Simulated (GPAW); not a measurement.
# Mg6FeB (Amm2) in GPAW: band structure with LDA

Aim: the band structure of Mg6FeB with LDA.

Program: GPAW 26.7.0. These are calculated values, not measurements. Logs are shortened: lines on timing, memory, paths and dates and some standing lists are left out, and cuts for length are marked. The log counts tension as positive stress, the text compression.

### Step 1. Starting point

Symmetry: Amm2, No. 38, orthorhombic system. The conventional cell has a = 3.208 Å, b = 9.449 Å, c = 10.152 Å, α = 90.00°, β = 90.00°, γ = 90.00°. Around Fe (site symmetry mm2) lie 2 B at 1.89 Å. Mg (site symmetry mm2) is surrounded by 2 Fe at 2.94 Å and 6 Mg at 2.98 to 3.21 Å. Mg (site symmetry m) has 1 B at 2.52 Å and 2 Fe at 2.68 Å as nearest neighbours. Around Mg (site symmetry mm2) lie 10 Mg at 3.07 to 3.22 Å. Mg (site symmetry m) has 2 B at 2.55 Å and 1 Fe at 2.71 Å as nearest neighbours. Around B (site symmetry mm2) lie 2 Fe at 1.89 Å.

The cell comes from a database or a generator and needn't be the stable form of this composition.

### Step 2. Band structure, LDA, collinear spin, ferromagnetic start

run.py

```python
from ase import Atoms
from ase.dft.bandgap import bandgap
from ase.io import write
from ase.units import GPa
from gpaw import GPAW, PW

atoms = Atoms(['Fe', 'Mg', 'Mg', 'Mg', 'Mg', 'Mg', 'Mg', 'B'],
              cell=[[3.208447, 0.0, 0.0],
                    [0.0, 4.724401, 5.0761875],
                    [0.0, -4.724401, 5.0761875]],
              scaled_positions=[[0.0, 0.838397, 0.838397],
                                [0.5, 0.081357, 0.081357],
                                [0.5, 0.099046, 0.650398],
                                [0.5, 0.650398, 0.099046],
                                [0.0, 0.34621, 0.34621],
                                [0.0, 0.454365, 0.790203],
                                [0.0, 0.790203, 0.454365],
                                [0.5, 0.740024, 0.740024]],
              pbc=True)
atoms.set_initial_magnetic_moments([3.0, 0.0, 0.0, 0.0, 0.0, 0.0, 0.0, 0.0])

calc = GPAW(mode=PW(800),
            xc='LDA',
            kpts={'size': (6, 3, 3), 'gamma': True},
            occupations={'name': 'fermi-dirac', 'width': 0.05},
            nbands=58,
            convergence={'density': 1e-05, 'energy': 1e-05},
            maxiter=150,
            txt='gpaw.txt')
atoms.calc = calc
energy = atoms.get_potential_energy()
forces = atoms.get_forces()
stress = atoms.get_stress()
calc.write('gs.gpw')
write('result.traj', atoms)
print(f'Energy: {energy:.6f} eV')
print('Forces (eV/A):')
print(forces.round(4))
print('Stress (GPa):', (stress / GPa).round(3))
print('Moments:', calc.get_magnetic_moments().round(3))
print('Fermi level:', round(calc.get_fermi_level(), 4), 'eV')
print(f'Gap: {bandgap(calc)[0]:.4f} eV, direct: {bandgap(calc, direct=True)[0]:.4f} eV')

path = atoms.cell.bandpath('GXSRAZGYX1A1TY,ZT', npoints=80, eps=1e-4)
bs_calc = calc.fixed_density(kpts=path, symmetry='off', nbands=88,
                             convergence={'bands': 'CBM+6.0', 'eigenstates': 1e-6}, txt='bands.txt')
bs = bs_calc.band_structure()
bs.write('bs.json')
print(f'Gap on the path: {bandgap(bs_calc)[0]:.4f} eV')
```

Potentials or basis: the program's PAW data sets (release 1.2.1) made for this functional, pw.

Command:

```sh
$ OMP_NUM_THREADS=1 python run.py
```

gpaw.txt:

```text
__  _  _
 | _ |_)|_||  |
 |__||  | ||/\| - 26.7.0

Input parameters:
  mode=PW(ecut=800.0),
  convergence={'density': 1e-05, 'energy': 1e-05},
  kpts=MonkhorstPack(size=(6, 3, 3), gamma=True),
  maxiter=150,
  nbands=58,
  occupations=Occupations(name='fermi-dirac', width=0.05),
  xc=XC(name='LDA')

Diagonalizing LCAO Hamiltonian
Converting LCAO to pw mode

         Fe

          Mg B

        Mg     Mg

         Mg

           Mg

             Mg

Atoms  # Å, Bohr magnetons
|   | symbol |        x |         y |        z |    initial magnetic moments |
|---|--------|----------|-----------|----------|-----------------------------|
| 0 |     Fe | 0.000000 |  0.000000 | 8.511721 | ( 0.0000,  0.0000,  3.0000) |
| 1 |     Mg | 1.604224 |  0.000000 | 0.825967 | ( 0.0000,  0.0000,  0.0000) |
| 2 |     Mg | 1.604224 | -2.604808 | 3.804318 | ( 0.0000,  0.0000,  0.0000) |
| 3 |     Mg | 1.604224 |  2.604808 | 3.804318 | ( 0.0000,  0.0000,  0.0000) |
| 4 |     Mg | 0.000000 | -0.000000 | 3.514854 | ( 0.0000,  0.0000,  0.0000) |
| 5 |     Mg | 0.000000 | -1.586633 | 6.317661 | ( 0.0000,  0.0000,  0.0000) |
| 6 |     Mg | 0.000000 |  1.586633 | 6.317661 | ( 0.0000,  0.0000,  0.0000) |
| 7 |      B | 1.604224 |  0.000000 | 7.513001 | ( 0.0000,  0.0000,  0.0000) |

Unit cell  # Å
| periodic |        x |         y |        z |  lengths |    angles |
|----------|----------|-----------|----------|----------|-----------|
|      yes | 3.208447 |  0.000000 | 0.000000 | 3.208447 | 85.888567 |
|      yes | 0.000000 |  4.724401 | 5.076187 | 6.934526 | 90.000000 |
|      yes | 0.000000 | -4.724401 | 5.076187 | 6.934526 | 90.000000 |

Number of symmetries: 4
Symmetry operations  # r_c * U_cc + t_c -> r_c
|   | kind |            matrix            |
|---|------|------------------------------|
| 0 |  E   |  1, 0, 0,  0, 1, 0,  0, 0, 1 |
| 1 |  σ   |  1, 0, 0,  0, 0, 1,  0, 1, 0 |
| 2 |  σ   | -1, 0, 0,  0, 1, 0,  0, 0, 1 |
| 3 |  C2  | -1, 0, 0,  0, 0, 1,  0, 1, 0 |

BZ-sampling:
  Number of BZ points: 54
  Number of IBZ points: 16

  Monkhorst-Pack size: [6, 3, 3]
  Monkhorst-Pack shift: [0.08333333333333333, 0.0, 0.0]

K-points  # in reciprocal-cell coordinates
|     |                                coordinates |     weight |
|-----|--------------------------------------------|------------|
|   0 | (  0.00000000,   0.00000000,   0.00000000) | 0.01851852 |
|   1 | (  0.00000000,   0.33333333,  -0.33333333) | 0.03703704 |
|   2 | (  0.00000000,   0.33333333,   0.00000000) | 0.07407407 |
|   3 | (  0.00000000,   0.33333333,   0.33333333) | 0.03703704 |
|   4 | (  0.16666667,   0.00000000,   0.00000000) | 0.03703704 |
|   5 | (  0.16666667,   0.33333333,  -0.33333333) | 0.07407407 |
|   6 | (  0.16666667,   0.33333333,   0.00000000) | 0.14814815 |
|   7 | (  0.16666667,   0.33333333,   0.33333333) | 0.07407407 |
|   8 | (  0.33333333,   0.00000000,   0.00000000) | 0.03703704 |
|   9 | (  0.33333333,   0.33333333,  -0.33333333) | 0.07407407 |
| ... |                                            |            |
|  15 | (  0.50000000,   0.33333333,   0.33333333) | 0.03703704 |

Plane wave coefficients: 7942
Cutoff: 800.0 eV

Spin-components: 2 (collinear spins)
Bands:           58
Projectors:      41
Spin-degeneracy: 1
Datatype:        complex128

Parallelization:
  kpt:    1
  domain: 1
  band:   1

Density:
  Valence electrons: 71.0
  Components: 2
  Grid points: [21 48 48]
  Charge: 0.0  # |e|

Potential:
  Grid points: [21 48 48]

species:
  Fe:
    name:    Iron
    Z:       26.0
    valence: 8
    core:    18
    charge:  0.0  # [|e|]
    compensation charges:
      type: gauss
      rc: 0.33  # [Å]
      lmax: 2
    cutoffs:
      filter: 2.06  # [Å]
      core: 2.67  # [Å]
    projectors
    | kind |    occ | energy [eV] | rcut [Å] |
    |------|--------|-------------|----------|
    |   4s |  2.000 |      -5.481 |    1.164 |
    |   4p |  0.000 |      -1.431 |    1.058 |
    |   3d |  6.000 |      -7.753 |    1.058 |
    |    s |        |      21.730 |    1.164 |
    |    p |        |      25.780 |    1.058 |
    |    d |        |      19.459 |    1.058 |

    Using partial waves for Fe as LCAO basis

  Mg:
    name:    Magnesium
    Z:       12.0
    valence: 10
    core:    2
    charge:  0.0  # [|e|]
    compensation charges:
      type: gauss
      rc: 0.33  # [Å]
      lmax: 2
    cutoffs:
      filter: 1.86  # [Å]
      core: 0.54  # [Å]
    projectors
    | kind |    occ | energy [eV] | rcut [Å] |
    |------|--------|-------------|----------|
    |   2s |  2.000 |     -79.291 |    1.090 |
    |   3s |  2.000 |      -4.782 |    1.090 |
    |   2p |  6.000 |     -46.725 |    1.085 |
    |   3p |  0.000 |      -1.374 |    1.085 |
    |    d |        |       0.000 |    1.037 |

    Using partial waves for Mg as LCAO basis

  B:
    name:    Boron
    Z:       5.0
    valence: 3
    core:    2
    charge:  0.0  # [|e|]
    compensation charges:
      type: gauss
      rc: 0.20  # [Å]
      lmax: 2
    cutoffs:
      filter: 1.14  # [Å]
      core: 1.42  # [Å]
    projectors
    | kind |    occ | energy [eV] | rcut [Å] |
    |------|--------|-------------|----------|
    |   2s |  2.000 |      -9.383 |    0.635 |
    |   2p |  1.000 |      -3.714 |    0.635 |
    |    s |        |      17.828 |    0.635 |
    |    p |        |      23.498 |    0.635 |
    |    d |        |       0.000 |    0.635 |

    Using partial waves for B as LCAO basis

Reference energy: -67783.933755  # eV

eigensolver:
  PPCG
  Converge bands: occupied
  niter=2

density mixing:
  MSR1-Mixer
  Pratt-step length: 0.05
  Maximum mixing coefficient: 0.75
  Old densities: 10
  SVD Regularization: 0.005
  Good broyden scale: 1.0
  Trust region scale: 1.0
  Backstep threshold: 4.0
  History deletion threshold: 6.0
  Fourier metric: weight=20.0, sigma=0.015

occupation numbers:
  Fermi-Dirac:
    width: 0.0500  # eV

poisson solver:
  ecut: 6400.0  # eV

xc functional:
  name: None

convergence criteria:
- Maximum integral of absolute [dens]ity change: 1e-05 electrons / valence electron
- Maximum [total energy] change in last 3 cyles: 1e-05 eV / valence electron
- Maximum integral of absolute [eigenst]ate change: 4e-08 eV^2 / valence electron
maximum number of iterations: 150

SCF iterations
|iter     | |      energy | eigst |  dens |  magmom |
|---------|-|-------------|-------|-------|---------|
|iter:   1| |  -34.066553 | +0.49 |       |  +3.0125|
|iter:   2| |  -29.531035 | -1.04 | -0.88 |  +2.8983|
|iter:   3| |  -28.467899 | -1.69 | -1.13 |  +2.7521|
|iter:   4| |  -28.172556 | -1.38 | -1.26 |  +2.4567|
|iter:   5| |  -27.998962 | -2.09 | -1.31 |  +2.2341|
|iter:   6| |  -28.113527 | -2.22 | -1.56 |  +1.8354|
|iter:   7| |  -28.142030 | -2.30 | -1.65 |  +1.3644|
|iter:   8| |  -28.199063 | -2.73 | -2.10 |  +0.9346|
|iter:   9| |  -28.217380 | -2.71 | -1.97 |  +0.5986|
|iter:  10| |  -28.226792 | -2.95 | -2.14 |  +0.3584|
|iter:  11| |  -28.227501 | -3.04 | -2.33 |  +0.1174|
|iter:  12| |  -28.227618 | -3.85 | -2.63 |  +0.0516|
|iter:  13| |  -28.227616c| -4.24 | -2.73 |  -0.0095|
|iter:  14| |  -28.227675c| -4.73 | -2.92 |  -0.0382|
|iter:  15| |  -28.227936c| -4.97 | -3.26 |  -0.0338|
|iter:  16| |  -28.228018c| -4.68 | -3.39 |  -0.0092|
|iter:  17| |  -28.227909c| -4.96 | -3.12 |  -0.0178|
|iter:  18| |  -28.227833c| -5.49 | -3.59 |  -0.0027|
|iter:  19| |  -28.227864c| -6.17 | -3.68 |  -0.0053|
|iter:  20| |  -28.227856c| -6.73 | -4.23 |  -0.0026|
|iter:  21| |  -28.227856c| -7.17 | -4.78 |  -0.0010|
|iter:  22| |  -28.227855c| -7.56c| -5.11c|  -0.0003|

Converged in 22 steps
Energy contributions relative to reference atoms: (reference = -67783.933755)

Energy contributions:
  Kinetic:          -2.367300
  Coulomb:          11.791474
  Zero:             -0.378998
  External:          0.000000
  Xc:              -37.252037
  Entropy:          -0.041990
  Spinorbit:         0.000000
  ----------------------------
  Free energy:     -28.248850
  Extrapolated:    -28.227855

dipole moment: (-21.836971, -0.000000, -9.217382)  # |e|*Ang

Total magnetic moment: (0.000000, 0.000000, -0.000325)

Local magnetic moments
|        x |        y |         z |
|----------|----------|-----------|
| 0.000000 | 0.000000 | -0.000084 |  # Fe   0
| 0.000000 | 0.000000 | -0.000002 |  # Mg   1
| 0.000000 | 0.000000 | -0.000005 |  # Mg   2
| 0.000000 | 0.000000 | -0.000005 |  # Mg   3
| 0.000000 | 0.000000 | -0.000007 |  # Mg   4
| 0.000000 | 0.000000 | -0.000003 |  # Mg   5
| 0.000000 | 0.000000 | -0.000003 |  # Mg   6
| 0.000000 | 0.000000 | -0.000006 |  # B    7

Fermi level: 3.920
Eigenvalues  # (at kpt = [0.000, 0.000, 0.000])
| band index |      eig [eV] | occ [0-1] |      eig [eV] | occ [0-1] |
|------------|---------------|-----------|---------------|-----------|
|          0 |       -71.489 |     1.000 |       -71.489 |     1.000 |
|        ... |               |           |               |           |
|         29 |         1.346 |     1.000 |         1.346 |     1.000 |
|         30 |         1.728 |     1.000 |         1.728 |     1.000 |
|         31 |         2.025 |     1.000 |         2.025 |     1.000 |
|         32 |         2.442 |     1.000 |         2.442 |     1.000 |
|         33 |         2.633 |     1.000 |         2.633 |     1.000 |
|         34 |         3.451 |     1.000 |         3.451 |     1.000 |
[... 8 lines left out ...]
|         43 |         9.785 |     0.000 |         9.785 |     0.000 |
|         44 |        10.725 |     0.000 |        10.725 |     0.000 |
|        ... |               |           |               |           |
|         57 |        14.150 |     0.000 |        14.997 |     0.000 |

No gap
No difference between direct/indirect transitions

Forces  # eV/Ang
|       x |        y |        z |
|---------|----------|----------|
| 0.00000 |  0.00000 | -0.39283 |  # Fe   0
| 0.00000 |  0.00000 | -0.13988 |  # Mg   1
| 0.00000 | -0.15378 | -0.02680 |  # Mg   2
| 0.00000 |  0.15378 | -0.02680 |  # Mg   3
| 0.00000 |  0.00000 | -0.03203 |  # Mg   4
| 0.00000 |  0.15760 |  0.10300 |  # Mg   5
| 0.00000 | -0.15760 |  0.10300 |  # Mg   6
| 0.00000 |  0.00000 |  0.41226 |  # B    7

Stress tensor  # eV/Ang^3
|        x |        y |        z |
|----------|----------|----------|
| 0.028627 | 0.000000 | 0.000000 |
| 0.000000 | 0.019294 | 0.000000 |
| 0.000000 | 0.000000 | 0.020816 |

# Writing to gs.gpw (mode='')
```

Run time: 33 min. Hardware: 1 thread of Arm Neoverse V2, shared host; peak memory 2.6 GiB.

What came out:

```yaml
Free_energy: -28.2489 eV
Pressure: -3.7 GPa
Largest_force: 0.412 eV/Å
Band_gap_along_the_path: none (metal or under the smearing width)
Net_moment: 0.00 μB per cell
```

Forces in eV/Å, atoms in the order of the input:
```
Fe   0.000  0.000 -0.393
Mg   0.000  0.000 -0.140
Mg   0.000 -0.154 -0.027
Mg   0.000  0.154 -0.027
Mg   0.000  0.000 -0.032
Mg   0.000  0.158  0.103
Mg   0.000 -0.158  0.103
B    0.000  0.000  0.412
```

Levels at the corners of the path, in eV from the Fermi level:
Spin up:
| point | band 32 | band 33 | band 34 | band 35 | band 36 | band 37 | band 38 | band 39 | band 40 | band 41 |
| --- | --- | --- | --- | --- | --- | --- | --- | --- | --- | --- |
| Γ | -1.89 | -1.48 | -1.29 | -0.47 | -0.45 | -0.14 | 0.90 | 3.85 | 4.04 | 4.30 |
| X | -1.60 | -0.63 | -0.47 | -0.21 | 0.59 | 0.77 | 1.08 | 1.39 | 1.91 | 2.31 |
| S | -2.19 | -1.03 | -0.86 | -0.47 | -0.29 | 0.86 | 1.96 | 2.31 | 2.67 | 3.88 |
| R | -0.93 | -0.88 | -0.64 | -0.11 | 0.07 | 0.70 | 0.82 | 0.89 | 1.17 | 1.46 |
| A | -1.45 | -0.92 | -0.78 | -0.60 | -0.42 | -0.28 | 0.97 | 1.72 | 2.50 | 3.24 |
| Z | -0.80 | -0.71 | -0.52 | -0.51 | -0.30 | 0.06 | 0.97 | 1.01 | 1.69 | 1.80 |
| Γ | -1.89 | -1.48 | -1.29 | -0.47 | -0.45 | -0.14 | 0.90 | 3.85 | 4.04 | 4.30 |
| Y | -1.63 | -0.61 | -0.47 | -0.19 | 0.64 | 0.93 | 1.03 | 1.22 | 1.99 | 2.15 |
| X1 | -1.60 | -0.63 | -0.47 | -0.21 | 0.59 | 0.77 | 1.08 | 1.39 | 1.91 | 2.31 |
| A1 | -1.45 | -0.92 | -0.78 | -0.60 | -0.42 | -0.28 | 0.97 | 1.72 | 2.50 | 3.24 |
| T | -1.50 | -0.92 | -0.77 | -0.63 | -0.43 | -0.29 | 0.99 | 1.72 | 2.55 | 3.25 |
| Y | -1.63 | -0.61 | -0.47 | -0.19 | 0.64 | 0.93 | 1.03 | 1.22 | 1.99 | 2.15 |
| Z | -0.80 | -0.71 | -0.52 | -0.51 | -0.30 | 0.06 | 0.97 | 1.01 | 1.69 | 1.80 |
| T | -1.50 | -0.92 | -0.77 | -0.63 | -0.43 | -0.29 | 0.99 | 1.72 | 2.55 | 3.25 |
Spin down:
| point | band 32 | band 33 | band 34 | band 35 | band 36 | band 37 | band 38 | band 39 | band 40 | band 41 |
| --- | --- | --- | --- | --- | --- | --- | --- | --- | --- | --- |
| Γ | -1.89 | -1.48 | -1.29 | -0.47 | -0.45 | -0.14 | 0.90 | 3.85 | 4.04 | 4.30 |
| X | -1.60 | -0.63 | -0.47 | -0.21 | 0.59 | 0.77 | 1.08 | 1.39 | 1.91 | 2.31 |
| S | -2.19 | -1.03 | -0.86 | -0.47 | -0.29 | 0.86 | 1.96 | 2.31 | 2.67 | 3.88 |
| R | -0.93 | -0.88 | -0.64 | -0.11 | 0.07 | 0.70 | 0.82 | 0.89 | 1.17 | 1.46 |
| A | -1.45 | -0.92 | -0.78 | -0.60 | -0.42 | -0.28 | 0.97 | 1.72 | 2.50 | 3.24 |
| Z | -0.80 | -0.71 | -0.52 | -0.51 | -0.30 | 0.06 | 0.97 | 1.01 | 1.69 | 1.80 |
| Γ | -1.89 | -1.48 | -1.29 | -0.47 | -0.45 | -0.14 | 0.90 | 3.85 | 4.04 | 4.30 |
| Y | -1.63 | -0.61 | -0.47 | -0.19 | 0.64 | 0.93 | 1.03 | 1.22 | 1.99 | 2.15 |
| X1 | -1.60 | -0.63 | -0.47 | -0.21 | 0.59 | 0.77 | 1.08 | 1.39 | 1.91 | 2.31 |
| A1 | -1.45 | -0.92 | -0.78 | -0.60 | -0.42 | -0.28 | 0.97 | 1.72 | 2.50 | 3.24 |
| T | -1.50 | -0.92 | -0.77 | -0.63 | -0.43 | -0.29 | 0.99 | 1.72 | 2.55 | 3.25 |
| Y | -1.63 | -0.61 | -0.47 | -0.19 | 0.64 | 0.93 | 1.03 | 1.22 | 1.99 | 2.15 |
| Z | -0.80 | -0.71 | -0.52 | -0.51 | -0.30 | 0.06 | 0.97 | 1.01 | 1.69 | 1.80 |
| T | -1.50 | -0.92 | -0.77 | -0.63 | -0.43 | -0.29 | 0.99 | 1.72 | 2.55 | 3.25 |

Caveat: the starting moments collapsed, and a magnetic state may lie lower.
